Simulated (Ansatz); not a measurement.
What does this script print? It uses Ansatz 0.2.0 through its Python package.

The script, `hull_scpd.py`:
```python
'''Stability of Sc-Pd compounds against each other, after relaxing atoms and volume at fixed cell shape.'''

from collections import Counter
import warnings

import ansatz as az
from pymatgen.analysis.phase_diagram import PDEntry, PhaseDiagram
from pymatgen.core import Composition

PHASES = {
    'ScPd Pm-3m': (
        [(3.283, 0.0, 0.0), (0.0, 3.283, 0.0), (0.0, 0.0, 3.283)],
        [
            ('Sc', (0.5, 0.5, 0.5)),
            ('Pd', (0.0, 0.0, 0.0)),
        ],
    ),
    'ScPd3 Pm-3m': (
        [(3.982, 0.0, 0.0), (0.0, 3.982, 0.0), (0.0, 0.0, 3.982)],
        [
            ('Sc', (0.0, 0.0, 0.0)),
            ('Pd', (0.0, 0.5, 0.5)),
            ('Pd', (0.5, 0.0, 0.5)),
            ('Pd', (0.5, 0.5, 0.0)),
        ],
    ),
    'Sc': (
        [(3.309, 0.0, 0.0), (-1.6545, 2.865678, 0.0), (0.0, 0.0, 5.2733)],
        [
            ('Sc', (1 / 3, 2 / 3, 0.25)),
            ('Sc', (2 / 3, 1 / 3, 0.75)),
        ],
    ),
    'Pd': (
        [(0.0, 1.9465, 1.9465), (1.9465, 0.0, 1.9465), (1.9465, 1.9465, 0.0)],
        [
            ('Pd', (0.0, 0.0, 0.0)),
        ],
    ),
}


def build(vectors, sites):
    crystal = az.Crystal(lattice=az.Lattice.of(vectors))
    for symbol, position in sites:
        crystal = crystal.atom(symbol, position)
    return crystal


def run_phase(name, crystal):
    calc = (
        crystal.calculation()
        .functional('PBEsol')
        .basis(17 * az.Ha)
        .kpoints(spacing=0.14)
        .occupations('fermi_dirac', width=0.1)  # the run then minimises F = E - TS
    )
    calc = calc.relax(force_tolerance=0.02, max_steps=40, fix_cell=['shape'])
    return calc.run()


def counts(outcome):
    return Counter(site.symbol for site in outcome.lattice.sites)

warnings.simplefilter('ignore', az.DeckWarning)

phases = {name: build(*cell) for name, cell in PHASES.items()}

done = {name: run_phase(name, crystal) for name, crystal in phases.items()}

entries = [PDEntry(Composition(dict(counts(o))), o.report['energy_sigma0_ev'], name=name) for name, o in done.items()]
diagram = PhaseDiagram(entries)
rows = [(e.name, e.composition.get_atomic_fraction('Pd'), diagram.get_form_energy_per_atom(e), diagram.get_e_above_hull(e)) for e in entries]
rows.sort(key=lambda row: row[1])
print('     phase       x(Pd)  E_form (eV/atom)  above hull (eV/atom)')
for row in rows:
    print(f'{str(row[0]):>10}  {row[1]:10.3f}  {row[2]:16.4f}  {row[3]:20.4f}')
print('on the hull of these phases:', ', '.join(row[0] for row in rows if row[3] < 1e-6))
```

```console
$ python hull_scpd.py
     phase       x(Pd)  E_form (eV/atom)  above hull (eV/atom)
        Sc       0.000            0.0000                0.0000
ScPd Pm-3m       0.500           -0.8998                0.0000
ScPd3 Pm-3m       0.750           -0.8655                0.0000
        Pd       1.000            0.0000                0.0000
on the hull of these phases: Sc, ScPd Pm-3m, ScPd3 Pm-3m, Pd
```

Reading the output:
- Spin is left out of this run.
- Atoms and volume are relaxed with the cell's shape held, which in cells of lower than cubic symmetry can hide stresses and shift volumes.
- The cells come from databases of deposited and of computed structures, and not all need be stable phases.
- Differences under 10 to 15 meV an atom lie within the error of mesh and functional, so such verdicts may flip; only the cells listed enter the hull.
- Finished in 100 s on 1 thread of Arm Neoverse V1, on a shared host, peak memory 0.63 GiB.
